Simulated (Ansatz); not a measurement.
Geometry optimisation, DFT LDA, scalar-relativistic, plane waves, PAW (Ansatz 0.2.0).

Input:

```yaml
crystal:
  lattice:
    - [10.86, 0.0, 0.0]
    - [0.0, 10.86, 0.0]
    - [0.0, 0.0, 10.86]
  atoms:
    - { symbol: Si, position: [0.5027867, -0.001011, 0.0002693] }
    - { symbol: Si, position: [0.6235678, 0.1238021, 0.1247589] }
    - { symbol: Si, position: [0.7525891, 0.2543033, -0.0010093] }
    - { symbol: Si, position: [0.8795594, 0.3746498, 0.1227469] }
    - { symbol: Si, position: [0.7499131, -0.0008603, 0.2499191] }
    - { symbol: Si, position: [0.8716871, 0.1279382, 0.3725748] }
    - { symbol: Si, position: [-0.0046683, 0.0020226, -0.000465] }
    - { symbol: Si, position: [0.1242674, 0.1266543, 0.1226829] }
    - { symbol: Si, position: [0.2496577, 0.249783, -0.0028928] }
    - { symbol: Si, position: [0.3754431, 0.3711279, 0.1231632] }
    - { symbol: Si, position: [0.5000839, 0.5001127, 0.0024941] }
    - { symbol: Si, position: [0.6230407, 0.6235048, 0.1278348] }
    - { symbol: Si, position: [0.753305, 0.7506264, 0.0046673] }
    - { symbol: Si, position: [0.8734308, 0.8734376, 0.1271258] }
    - { symbol: Si, position: [0.2493781, 0.0029587, 0.2485156] }
    - { symbol: Si, position: [0.3748489, 0.1218116, 0.3812225] }
    - { symbol: Si, position: [0.5067469, 0.2508002, 0.2519854] }
    - { symbol: Si, position: [0.6224056, 0.3748611, 0.3767333] }
    - { symbol: Si, position: [0.7437797, 0.4991024, 0.2482274] }
    - { symbol: Si, position: [0.8727335, 0.6297522, 0.3699772] }
    - { symbol: Si, position: [0.5000207, 0.002627, 0.499481] }
    - { symbol: Si, position: [0.6194865, 0.1195963, 0.6252505] }
    - { symbol: Si, position: [0.7533901, 0.2522466, 0.4976921] }
    - { symbol: Si, position: [0.8802757, 0.3753536, 0.6223806] }
    - { symbol: Si, position: [0.7553273, 0.0025475, 0.7535612] }
    - { symbol: Si, position: [0.8795108, 0.1264083, 0.8742934] }
    - { symbol: Al, position: [0.0012884, 0.4967553, 0.0030827], spin: 1.0 }
    - { symbol: Si, position: [0.1258193, 0.6216391, 0.126844] }
    - { symbol: Si, position: [0.2485, 0.7454255, 0.0028108] }
    - { symbol: Si, position: [0.3730548, 0.8705279, 0.1325731] }
    - { symbol: Si, position: [0.0063431, 0.2500653, 0.2534875] }
    - { symbol: Si, position: [0.1285699, 0.3769846, 0.3787874] }
    - { symbol: Si, position: [0.2512973, 0.4987238, 0.2442475] }
    - { symbol: Si, position: [0.3741103, 0.6295046, 0.3789402] }
    - { symbol: Si, position: [0.5016579, 0.7538023, 0.2487004] }
    - { symbol: Si, position: [0.626685, 0.8744414, 0.3731108] }
    - { symbol: Si, position: [-0.0008212, -0.000338, 0.5021503] }
    - { symbol: Si, position: [0.1299261, 0.1255292, 0.6231356] }
    - { symbol: Si, position: [0.2529627, 0.2515228, 0.4984014] }
    - { symbol: Si, position: [0.3831839, 0.3775173, 0.6246133] }
    - { symbol: Si, position: [0.5002984, 0.4997871, 0.4996405] }
    - { symbol: Si, position: [0.6303009, 0.6208057, 0.6220032] }
    - { symbol: Si, position: [0.7487788, 0.7500231, 0.4959741] }
    - { symbol: Si, position: [0.8702836, 0.8755568, 0.6228336] }
    - { symbol: Si, position: [0.2506951, -0.0017057, 0.7502755] }
    - { symbol: Si, position: [0.3757342, 0.1178156, 0.8734079] }
    - { symbol: Si, position: [0.4990816, 0.2506698, 0.7547481] }
    - { symbol: Si, position: [0.6216191, 0.3730083, 0.8783839] }
    - { symbol: Si, position: [0.7532735, 0.5033197, 0.7475947] }
    - { symbol: Si, position: [0.8784443, 0.6260998, 0.8757448] }
    - { symbol: Si, position: [-0.0007177, 0.7517677, 0.2489809] }
    - { symbol: Si, position: [0.1264245, 0.8724295, 0.375422] }
    - { symbol: Si, position: [0.0019098, 0.4975097, 0.5011516] }
    - { symbol: Si, position: [0.1210106, 0.6196224, 0.627871] }
    - { symbol: Si, position: [0.2485326, 0.7489386, 0.4959733] }
    - { symbol: Si, position: [0.3734417, 0.8718292, 0.6288354] }
    - { symbol: Si, position: [-0.0025165, 0.2517807, 0.7507572] }
    - { symbol: Si, position: [0.2505301, 0.5000017, 0.7516946] }
    - { symbol: Si, position: [0.3717358, 0.6293604, 0.8708181] }
    - { symbol: Si, position: [0.4953149, 0.749181, 0.7492242] }
    - { symbol: Si, position: [0.6254272, 0.867964, 0.8709763] }
    - { symbol: Si, position: [-0.0052685, 0.7481313, 0.7509572] }
    - { symbol: Si, position: [0.1252155, 0.87309, 0.8783694] }
magnetization:
  spin_polarized: true
total_charge: 2
basis:
  ecutwfc: 420.0
kpoints:
  mp_grid: { grid: [1, 1, 1] }
hamiltonian:
  xc: lda
  pseudopotentials: { kind: paw, azcp: { folder: soft_1 } }
scf:
  occupations: { method: gaussian, width: 0.02 }
  lower_state_search: "off"
relax:
  f_tol: 0.03
  max_steps: 60
  adjacent_minimum: "off"
```

Command:

```bash
$ ansatz run input.yaml --threads 4 --pin off --max-ram 10240MiB --backend cpu --events-out ev --progress --plain --runs-dir out
```

Question: Where does it end, and by what steps?

Answer: The forces met the threshold. The force dipped under the threshold on the way, but the program's further checks kept it going. Limits of this set-up: coarse k mesh, PAW files made for another functional, charged cell in a uniform background, uncorrected. After 5 steps the energy has fallen by 1.496 eV; Al27 moved furthest, 0.31 Å.

| step | energy less start (eV) | largest force component (eV/Å) | accepted |
| --- | --- | --- | --- |
| 0 | 0.0000 | 1.277 | yes |
| 1 | -1.3528 | 0.438 | yes |
| 2 | -1.4708 | 0.215 | yes |
| 3 | -1.4717 | 0.191 | yes |
| 4 | -1.4959 | 0.023 | yes |
| 5 | -1.4959 | 0.023 | yes |

```xyz
63
Lattice="10.8600 0.0000 0.0000 0.0000 10.8600 0.0000 0.0000 0.0000 10.8600" Properties=species:S:1:pos:R:3
Si 5.421 0.008 0.008
Si 6.782 1.336 1.364
Si 8.120 2.698 0.018
Si 9.531 3.999 1.335
Si 8.152 -0.018 2.713
Si 9.501 1.336 4.083
Si -0.009 -0.001 0.015
Si 1.344 1.362 1.363
Si 2.679 2.751 0.025
Si 4.068 4.085 1.362
Si 5.431 5.438 0.014
Si 6.816 6.776 1.351
Si 8.183 8.106 -0.017
Si 9.514 9.473 1.351
Si 2.733 0.003 2.723
Si 4.066 1.363 4.088
Si 5.426 2.696 2.723
Si 6.792 4.079 4.072
Si 8.183 5.408 2.682
Si 9.514 6.776 4.049
Si 5.428 0.002 5.438
Si 6.777 1.363 6.799
Si 8.142 2.696 5.439
Si 9.503 4.085 6.797
Si 8.142 0.004 8.132
Si 9.503 1.362 9.521
Al 0.183 5.246 -0.178
Si 1.431 6.757 1.333
Si 2.732 8.170 0.016
Si 4.093 9.507 1.365
Si -0.012 2.698 2.746
Si 1.363 4.067 4.075
Si 2.732 5.441 2.745
Si 4.093 6.789 4.082
Si 5.448 8.138 2.714
Si 6.792 9.497 4.073
Si -0.003 0.008 5.445
Si 1.348 1.397 6.832
Si 2.703 2.727 5.452
Si 4.034 4.082 6.831
Si 5.421 5.433 5.444
Si 6.782 6.790 6.772
Si 8.152 8.138 5.418
Si 9.501 9.507 6.773
Si 2.703 0.017 8.163
Si 4.033 1.396 9.518
Si 5.413 2.728 8.164
Si 6.791 4.067 9.503
Si 8.120 5.441 8.133
Si 9.532 6.757 9.434
Si 0.021 8.106 2.681
Si 1.351 9.496 4.072
Si -0.009 5.438 5.434
Si 1.344 6.787 6.797
Si 2.733 8.147 5.439
Si 4.067 9.513 6.798
Si -0.020 2.751 8.186
Si 2.681 5.450 8.184
Si 4.068 6.787 9.520
Si 5.427 8.148 8.132
Si 6.793 9.496 9.515
Si -0.011 8.170 8.134
Si 1.363 9.500 9.503
```

Whether the end is a true minimum wasn't checked by a vibrational analysis.

Time of the run: 24 s on 4 threads of Intel(R) Xeon(R) 6975P-C (Granite Rapids), with other jobs on the host, peak memory 1.5 GiB.
